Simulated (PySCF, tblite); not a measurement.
# C₅H₈B radical: geometry, infrared bands and EPR parameters

What infrared bands and EPR parameters should C₅H₈B radical (`B1C=C[CH]CC1`) show?

Computed with tblite 0.8.0 and PySCF 2.14.0, with density-fitted response routines of our own, on a single molecule in the gas phase. Atoms are numbered from 0 throughout.

## (1) The starting structure

14 atoms, charge 0, multiplicity 2; geometry from: force field or distance geometry start.

Bonds of the start (Å): B0–C1 1.55, C1–C2 1.35, C2–C3 1.50, C3–C4 1.51, C4–C5 1.54, C5–B0 1.61, B0–H6 1.21, C1–H7 1.11, C2–H8 1.09, C3–H9 1.09, C4–H10 1.11, C4–H11 1.10, C5–H12 1.09, C5–H13 1.09.

## (2) Optimising the geometry with GFN2-xTB

The job: settings as JSON, then the geometry in Å.

```
{"job": {"kind": "relax", "xc": "GFN2-xTB", "basis": "xTB"}, "charge": 0, "multiplicity": 2}
B      0.239800     1.400000    -0.121300
C      1.491200     0.509300     0.075500
C      1.424500    -0.841400     0.128300
C      0.087700    -1.490300    -0.038900
C     -1.051500    -0.622700     0.446900
C     -1.120000     0.610600    -0.470600
H      0.075900     2.399400     0.534300
H      2.471300     1.017400     0.202000
H      2.336100    -1.417400     0.272300
H     -0.121400    -1.704900    -1.089700
H     -2.044500    -1.115500     0.403900
H     -0.770300    -0.271800     1.448400
H     -1.013200     0.307500    -1.515800
H     -2.006400     1.219100    -0.297500
```

Started as:

```console
$ OMP_NUM_THREADS=1 python probes_run.py task.json out
```

One launch serves the whole session: the jobs run in the order shown.

What it wrote:

```text
step      E/eV     max force
  0    -432.07635    2.030
  1    -432.26829    1.311
  2    -432.48666    1.058
  3    -432.59202    0.988
  4    -432.69623    0.868
  5    -432.76992    0.906
  6    -432.89615    1.034
  7    -433.00201    0.920
  8    -433.09639    0.810
  9    -433.18705    0.774
 10    -433.28551    0.831
 11    -433.37635    0.811
 12    -433.43218    1.454
 13    -433.48083    0.778
 14    -433.51663    0.496
 15    -433.54457    0.288
 16    -433.55820    0.226
 17    -433.56845    0.197
 18    -433.57477    0.197
 19    -433.58132    0.194
 20    -433.58962    0.248
 21    -433.59983    0.327
 22    -433.61081    0.324
 23    -433.62243    0.243
 24    -433.63395    0.251
 25    -433.64368    0.248
 26    -433.65187    0.258
 27    -433.65993    0.262
 28    -433.66788    0.232
 29    -433.67569    0.205
 30    -433.68126    0.169
 31    -433.68484    0.208
 32    -433.68891    0.226
 33    -433.69417    0.223
 34    -433.69869    0.139
 35    -433.70171    0.131
 36    -433.70360    0.115
 37    -433.70542    0.110
 38    -433.70705    0.088
 39    -433.70814    0.060
 40    -433.70889    0.072
 41    -433.70947    0.069
 42    -433.70993    0.059
 43    -433.71029    0.046
 44    -433.71057    0.042
 45    -433.71082    0.036
 46    -433.71104    0.042
 47    -433.71127    0.038
 48    -433.71151    0.041
 49    -433.71173    0.034
 50    -433.71189    0.032
 51    -433.71199    0.027
 52    -433.71209    0.021
 53    -433.71219    0.024
 54    -433.71227    0.027
 55    -433.71232    0.024
 56    -433.71235    0.021
 57    -433.71240    0.024
 58    -433.71250    0.032
 59    -433.71265    0.042
 60    -433.71282    0.042
 61    -433.71297    0.027
 62    -433.71308    0.027
 63    -433.71317    0.030
 64    -433.71327    0.029
 65    -433.71334    0.024
 66    -433.71337    0.015
 67    -433.71338    0.011
 68    -433.71340    0.011
 69    -433.71341    0.008
```

It took 0.26 s on 1 thread of Intel Xeon Platinum 8488C, shared host.

The steps of the relaxation: (not every step is listed)

| step | energy from step 0 (eV) | largest force (eV/Å) |
| --- | --- | --- |
| 0 | 0.0000 | 2.0297 |
| 1 | -0.1919 | 1.3113 |
| 2 | -0.4103 | 1.0578 |
| 3 | -0.5157 | 0.9881 |
| 4 | -0.6199 | 0.8681 |
| 5 | -0.6936 | 0.9060 |
| 6 | -0.8198 | 1.0338 |
| 7 | -0.9257 | 0.9201 |
| 8 | -1.0200 | 0.8100 |
| 13 | -1.4045 | 0.7783 |
| 18 | -1.4984 | 0.1971 |
| 23 | -1.5461 | 0.2434 |
| 28 | -1.5915 | 0.2321 |
| 33 | -1.6178 | 0.2230 |
| 38 | -1.6307 | 0.0884 |
| 43 | -1.6339 | 0.0456 |
| 48 | -1.6352 | 0.0415 |
| 53 | -1.6358 | 0.0241 |
| 58 | -1.6361 | 0.0320 |
| 63 | -1.6368 | 0.0297 |
| 64 | -1.6369 | 0.0291 |
| 65 | -1.6370 | 0.0242 |
| 66 | -1.6370 | 0.0150 |
| 67 | -1.6370 | 0.0109 |
| 68 | -1.6370 | 0.0114 |
| 69 | -1.6371 | 0.0081 |

Distances of close pairs at the start and the end, largest changes first:

| bond | before (Å) | after (Å) | change (Å) |
| --- | --- | --- | --- |
| C2–C3 | 1.495 | 1.366 | -0.129 |
| C1–C2 | 1.353 | 1.399 | +0.046 |
| B0–H6 | 1.206 | 1.173 | -0.034 |
| B0–C1 | 1.549 | 1.516 | -0.033 |
| C1–H7 | 1.111 | 1.083 | -0.028 |
| C3–C4 | 1.512 | 1.485 | -0.027 |
| B0–C5 | 1.611 | 1.585 | -0.026 |
| C4–H10 | 1.109 | 1.095 | -0.015 |

The final coordinates are the input of the step that follows.

## (3) Vibrational analysis with GFN2-xTB

The job: settings as JSON, then the geometry in Å.

```
{"job": {"kind": "ir", "xc": "GFN2-xTB", "basis": "xTB"}, "charge": 0, "multiplicity": 2}
B      0.288087     1.512019     0.026593
C      1.510662     0.619370     0.100663
C      1.386219    -0.769530    -0.010865
C      0.175132    -1.401979    -0.007242
C     -1.113286    -0.692117     0.197480
C     -1.089185     0.775980    -0.243500
H      0.355760     2.681871     0.072025
H      2.518948     1.003415     0.194193
H      2.279051    -1.379792    -0.093291
H      0.132811    -2.479631    -0.087675
H     -1.921854    -1.241670    -0.294860
H     -1.333087    -0.724752     1.274546
H     -1.235728     0.806618    -1.330212
H     -1.954209     1.289725     0.179977
```

What it wrote:

```text
mode    cm-1     km/mol
  1     152.7      2.91
  2     173.2      0.95
  3     380.8      1.50
  4     440.7      1.10
  5     488.9      1.23
  6     579.4      1.44
  7     639.9      2.53
  8     690.7     57.35
  9     808.4     28.89
 10     828.9      4.46
 11     865.5     46.03
 12     910.4      4.27
 13     918.3     14.86
 14     933.1      7.06
 15     946.0      7.15
 16    1072.9      2.49
 17    1099.5     16.94
 18    1144.3      9.68
 19    1174.9     11.65
 20    1213.5     19.63
 21    1221.6     38.46
 22    1272.8     12.21
 23    1334.7      5.96
 24    1355.1     32.85
 25    1411.8     29.79
 26    1446.0     10.67
 27    1468.5      9.18
 28    1518.4     17.74
 29    2619.4    202.78
 30    2866.9     19.54
 31    2916.4     42.89
 32    2941.2     43.16
 33    2983.2     56.84
 34    3022.7     38.48
 35    3049.1     92.00
 36    3063.0     49.79
```

It took 0.26 s on 1 thread of Intel Xeon Platinum 8488C, shared host.

Which atoms move in the most intense modes:

| cm⁻¹ | km/mol | atoms |
| --- | --- | --- |
| 691 | 57.4 | H9 25 %, H6 14 %, B0 12 %, H11 11 % |
| 866 | 46.0 | B0 21 %, C5 13 %, H12 10 % |
| 2619 | 202.8 | H6 92 % |
| 2916 | 42.9 | H12 88 % |
| 2941 | 43.2 | H10 88 % |
| 2983 | 56.8 | H13 90 % |
| 3049 | 92.0 | H7 83 % |
| 3063 | 49.8 | H9 86 % |

## (4) EPR parameters: B3LYP/pcH-1

The job, as its differences from that of step 3:

```diff
@@ -1,2 +1,2 @@
-{"job": {"kind": "ir", "xc": "GFN2-xTB", "basis": "xTB"}, "charge": 0, "multiplicity": 2}
+{"job": {"kind": "epr", "basis": "pcH-1"}, "charge": 0, "multiplicity": 2}
 B      0.288087     1.512019     0.026593
```

With the program's defaults for keys left out, this is: UKS B3LYP, pcH-1 on B C H, non-relativistic, mean-field spin-orbit, GIAO.

What it wrote:

```text
UKS, coarse grid
  cycle   1  E = -220.11003314  |g| = 3.23e-01
  cycle   2  E = -220.07766985  |g| = 4.11e-01
  cycle   3  E = -220.16988394  |g| = 6.50e-02
  cycle   4  E = -220.17146069  |g| = 4.23e-02
  cycle   5  E = -220.17247261  |g| = 7.77e-03
  cycle   6  E = -220.17254370  |g| = 3.87e-03
  cycle   7  E = -220.17256409  |g| = 2.15e-03
  cycle   8  E = -220.17256851  |g| = 4.84e-04
UKS, final grid
  cycle   1  E = -220.17254600  |g| = 6.20e-04
  cycle   2  E = -220.17254580  |g| = 8.96e-04
  cycle   3  E = -220.17254623  |g| = 5.87e-05
  cycle   4  E = -220.17254624  |g| = 3.53e-05
  cycle   5  E = -220.17254624  |g| = 1.32e-05
E = -220.17254624 Eh   <S^2> = 0.7679 (exact 0.7500)
g shifts (ppm)      1          2          3
  rmc          -126       -126       -126
  gc              1         23         24
  oz_so           6        496        639
  total        -119        394        538
hyperfine (MHz)  atom isotope    a_iso     a_fc   dipolar eigenvalues
    0   11B      -6.24      -6.24     -8.81     -5.08     13.89
    1   13C      32.16      32.16    -40.26    -38.73     78.98
    2   13C     -36.10     -36.10    -19.49      7.68     11.82
    3   13C      44.85      44.85    -43.06    -41.35     84.41
    4   13C     -14.40     -14.40     -1.32     -0.42      1.74
    5   13C       4.49       4.49     -1.84     -0.57      2.41
    6    1H      -8.31      -8.31     -5.64     -1.87      7.51
    7    1H     -31.89     -31.89    -19.76     -0.85     20.61
    8    1H       8.61       8.61     -4.36     -0.30      4.66
    9    1H     -34.54     -34.54    -20.68     -0.98     21.66
   10    1H      20.77      20.77     -3.21     -1.74      4.95
   11    1H      93.58      93.58     -2.96     -1.93      4.90
   12    1H      40.20      40.20     -2.12     -1.17      3.29
   13    1H       1.85       1.85     -2.14     -1.36      3.50
```

It took 33 s on 1 thread of Intel Xeon Platinum 8488C, shared host; peak memory 0.85 GiB.

Principal g values 2.00220, 2.00271, 2.00286; g(iso) = 2.00259, against 2.00232 for a free electron.

Hyperfine couplings; where a row names several nuclei, a(iso) is their mean (it holds for fast rotation or exchange) and the dipolar term the largest among them:

| nuclei | isotope | a(iso) (MHz) | a(iso) (G, at g = 2.0023) | largest dipolar term (MHz) |
| --- | --- | --- | --- | --- |
| H10, H11 | 1H | 57.2 | 20.4 | 4.9 |
| C3 | 13C | 44.8 | 16.0 | 84.4 |
| C2 | 13C | -36.1 | -12.9 | -19.5 |
| H9 | 1H | -34.5 | -12.3 | 21.7 |
| C1 | 13C | 32.2 | 11.5 | 79.0 |
| H7 | 1H | -31.9 | -11.4 | 20.6 |
| H12, H13 | 1H | 21.0 | 7.5 | 3.5 |
| C4 | 13C | -14.4 | -5.1 | 1.7 |
| H8 | 1H | 8.6 | 3.1 | 4.7 |
| H6 | 1H | -8.3 | -3.0 | 7.5 |
| B0 | 11B | -6.2 | -2.2 | 13.9 |
| C5 | 13C | 4.5 | 1.6 | 2.4 |

Mulliken spin populations:

B0 0.14; C1 0.55; C2 -0.20; C3 0.55; C4 -0.04; C5 -0.01; H6 -0.01; H7 -0.02; H8 0.01; H9 -0.03; H10 0.01; H11 0.04; H12 0.02; H13 0.00

In first order the couplings over 0.8 MHz of 1H, 11B give 569 distinct lines over 92.2 G, if the averaged nuclei exchange fast.

The fields below are evaluated on a grid from the run's orbitals.

ELF in a plane through or near 11 of the atoms.

Ten even steps from ' ' (0.00) to '@' (1.00):
```
                                                        
                                                        
                      ..++##%%##--..                    
                    ..##@@@@@@@@@@**                    
                    ..##@@@@@@@@@@**                    
                      --@@@@@@@@%%--      ....          
          ==##%%%%==..--++==::====--::##@@@@@@==        
        ..%%@@@@@@@@**##%%::##..@@####@@@@@@@@%%--      
        ..**@@@@@@%%::--@@%%==####--++@@@@@@@@++..      
            ..--==**####**::  ..**%%##++::..            
                ..**%%%%**::  ..++****++::              
            ..++####--**##%%++####--::@@@@@@%%--        
          ::##@@@@@@##++%%##**::%%****@@@@@@@@##..      
          ::**@@@@@@==..--**%%%%++::..**%%@@%%--        
            ..==++::    ++@@@@@@@@==      ....          
                        ++@@@@@@@@++                    
                        ::**%%%%++::                    
                                                        
                                                        
                                                        
```
The map spans 10.1 Å across and 10.6 Å up, centred on the molecule. Atoms in the plane (x, y in Å): B0 (0.2, 1.5), C1 (1.5, 0.7), C2 (1.4, -0.6), C3 (0.3, -1.4), C4 (-1.0, -0.8), C5 (-1.2, 0.7), H6 (0.1, 2.7), H7 (2.4, 1.2), H8 (2.4, -1.2), H9 (0.3, -2.5), H13 (-2.0, 1.1).

On the surface of density 0.002 e/bohr³ the electrostatic potential runs, from the 1st to the 99th percentile, from -0.50 to 0.88 V.

The spin density lies nearest to C1, C3 about 31 % each; B0 10 %; C2 8 % (beta excess).

## (5) Summary of results

```
                                 quantity                     value
strongest single infrared mode (GFN2-xTB)     2619 cm⁻¹, 203 km/mol
             zero-point energy (GFN2-xTB)             71.4 kcal/mol
                           g(iso) (B3LYP)                   2.00259
                                     ⟨S²⟩        0.768 (exact 0.75)
       largest a(iso) (averaged by class)  1H on H10, H11, 57.2 MHz
    surface potential, 1st and 99th percentile        -0.50 V and 0.88 V
```

**Reading.** The optimisation took 69 steps and gained 1.637 eV; among the close pairs (by a distance rule), C2–C3 changed most, from 1.495 to 1.366 Å. All 36 modes are real, so the xTB geometry is a minimum. The strongest single mode, at 2619 cm⁻¹, moves mainly H6. Unscaled tight-binding wavenumbers are off by several per cent, some by more. Its intensities can rank the bands wrongly. The largest spin populations lie on C1 (0.55 e), C3 (0.55 e). The isotropic g lies 0.3 ppt above the free-electron value.
